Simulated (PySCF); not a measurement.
# MgI⁺ with other numerical set-ups

Which parts of the numerical set-up matter for MgI⁺? Each run edits the base script.

Program: PySCF 2.14.0. Level of theory: each script names its method and basis. These are calculated values, not measurements.

5 further runs of the same task are left out: 5 that didn't finish.

## Step 1: The system as given

MgI⁺: 2 atoms, charge 1, spin multiplicity 1.

Bond lengths: Mg1–I2 2.314 Å.

## Step 2: Base script

Input file input.py:

```python
from pyscf import gto, scf
from pyscf.prop.polarizability import uhf as pol

mol = gto.M(
    atom='Mg 0 0 0; I 0 0 2.314',
    basis='sbkjc',
    ecp={'Mg': 'sbkjc', 'I': 'sbkjc'},
    charge=1,
    spin=0,
    symmetry=True,
    verbose=3,
)
mf = scf.UHF(mol)
mf.kernel()
print('polarizability (a.u.)')
print(pol.Polarizability(mf).polarizability().round(4))
mf.dip_moment()
print('orbital energies (hartree):', [e[max(0, n-3):n+3].round(4) for e, n in zip(mf.mo_energy, mol.nelec)])
```

The run is started by

```bash
OMP_NUM_THREADS=1 python input.py
```

The log of this run is left out.

It gives: E(SCF) = -11.758621 Eh, α(xx, yy, zz) = 22.8, 22.8, 60.0 bohr³.

The bond length is a typed value, not an optimised one. The dipole of an ion depends on the origin.

## Step 3: Cartesian functions on

Edit 1 changes Cartesian functions: off → on.

Input file input.py:

```python
from pyscf import gto, scf
from pyscf.prop.polarizability import uhf as pol

mol = gto.M(
    atom='Mg 0 0 0; I 0 0 2.314',
    basis='sbkjc',
    ecp={'Mg': 'sbkjc', 'I': 'sbkjc'},
    charge=1,
    spin=0,
    symmetry=True,
    cart=True,
    verbose=3,
)
mf = scf.UHF(mol)
mf.kernel()
print('polarizability (a.u.)')
print(pol.Polarizability(mf).polarizability().round(4))
mf.dip_moment()
print('orbital energies (hartree):', [e[max(0, n-3):n+3].round(4) for e, n in zip(mf.mo_energy, mol.nelec)])
```

The run is started by

```bash
OMP_NUM_THREADS=1 python input.py
```

## Step 4: Density fitting def2-universal-jkfit

Edit 2 changes density fitting: none → def2-universal-jkfit.

Edit input.py of step 2 so:

```diff
@@ -13,2 +13,3 @@
 mf = scf.UHF(mol)
+mf = mf.density_fit(auxbasis='def2-universal-jkfit')
 mf.kernel()
```

What does the calculation give? Wanted: for each run, E(SCF); from base; after the SCF.

The runs gave:

| run | E(SCF) (hartree) | from base (eV) | functions | after the SCF |
| --- | --- | --- | --- | --- |
| base | -11.758621 | 0 | 16 | mean α 35.2 bohr³ |
| Cartesian functions on | -11.758621 | 0.0000 | n/a | mean α 35.2 bohr³ |
| density fitting def2-universal-jkfit | -11.758619 | 0.0000 | 16 | mean α 35.2 bohr³ |

No change of the SCF energy comes from Cartesian functions on or density fitting def2-universal-jkfit.
